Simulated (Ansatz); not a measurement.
**C2H8BNSi: how energies converge with the basis set**

An exercise on one series of results from a longer session: the logs are not shown, and one member is left open.

The runs use Ansatz 0.2.0, Gaussian basis; one geometry, several basis sets.

Plan: PBE0-D4/def2-SVP; ωB97M-V/def2-SVP; PBE0-D4/def2-QZVPP; ωB97M-V/def2-QZVPP; the functionals' def2-TZVPP values are taken from earlier runs.

**The geometry**

An earlier PBE0-D4 in a triple-zeta def2 set relaxation fixed the geometry.

SMILES `C=NBC[SiH3]`, 13 atoms, charge 0, spin multiplicity 1.

Atoms are counted from 1 here; the program's logs count them from 0.

Bond lengths: C1–N2 1.240 Å, C1–H6 1.095 Å, C1–H7 1.095 Å, N2–B3 1.360 Å, B3–C4 1.570 Å, B3–H8 1.200 Å, C4–Si5 1.876 Å, C4–H9 1.095 Å, C4–H10 1.094 Å, Si5–H11 1.489 Å, Si5–H12 1.489 Å, Si5–H13 1.488 Å. Angles: N2–C1–H6 121.6°, N2–C1–H7 121.6°, H6–C1–H7 116.7°, C1–N2–B3 179.6°, N2–B3–C4 121.9°, N2–B3–H8 116.4°, C4–B3–H8 121.6°, B3–C4–Si5 110.5°, B3–C4–H9 110.5°, B3–C4–H10 112.6°, Si5–C4–H9 107.0°, Si5–C4–H10 107.6°, H9–C4–H10 108.5°, C4–Si5–H11 110.4°, C4–Si5–H12 111.1°, C4–Si5–H13 110.9°, H11–Si5–H12 108.1°, H11–Si5–H13 108.1° and more.

The first run:

File in.yaml:

```yaml
crystal:
  periodic: [false, false, false]
  atoms:
    - {symbol: C, position_ang: [-1.145298, -0.225035, 2.455534]}
    - {symbol: N, position_ang: [-0.805453, -0.570913, 1.314495]}
    - {symbol: B, position_ang: [-0.437693, -0.942779, 0.058694]}
    - {symbol: C, position_ang: [0.916511, -0.473369, -0.581886]}
    - {symbol: Si, position_ang: [0.640486, 1.028526, -1.671255]}
    - {symbol: H, position_ang: [-0.910269, -0.834850, 3.334333]}
    - {symbol: H, position_ang: [-1.696488, 0.704298, 2.633607]}
    - {symbol: H, position_ang: [-1.222791, -1.615820, -0.550916]}
    - {symbol: H, position_ang: [1.331487, -1.259318, -1.220698]}
    - {symbol: H, position_ang: [1.666151, -0.205174, 0.168383]}
    - {symbol: H, position_ang: [0.162212, 2.179078, -0.856900]}
    - {symbol: H, position_ang: [1.901243, 1.435285, -2.351690]}
    - {symbol: H, position_ang: [-0.379596, 0.745271, -2.717001]}
basis:
  gaussian: {orbitals: def2-SVP}
hamiltonian: {xc: pbe0, dispersion: d4}
output: {orbitals: {seedname: orbitals}}
```

Among the steps run: PBE0-D4 in def2-SVP; ωB97M-V in def2-SVP; PBE0-D4 in def2-QZVPP; ωB97M-V in def2-QZVPP.

One of the session's tables, all rows but one given; the rest of the session is left out.

It belongs to the step «Density functionals: the series». 

| functional | basis | HOMO (eV) |
| --- | --- | --- |
| PBE0-D4 | def2-SVP | -7.50 |
| PBE0-D4 | def2-TZVPP | -7.53 |
| PBE0-D4 | def2-QZVPP | -7.54 |
| ωB97M-V | def2-SVP | -9.76 |
| ωB97M-V | def2-TZVPP | ? |
| ωB97M-V | def2-QZVPP | -9.81 |

Q: Estimate the row for ωB97M-V, def2-TZVPP from the others.

**Answer.** HOMO (eV): -9.80. In the column «HOMO (eV)» it lies between ωB97M-V, def2-QZVPP (-9.81) and ωB97M-V, def2-SVP (-9.76).
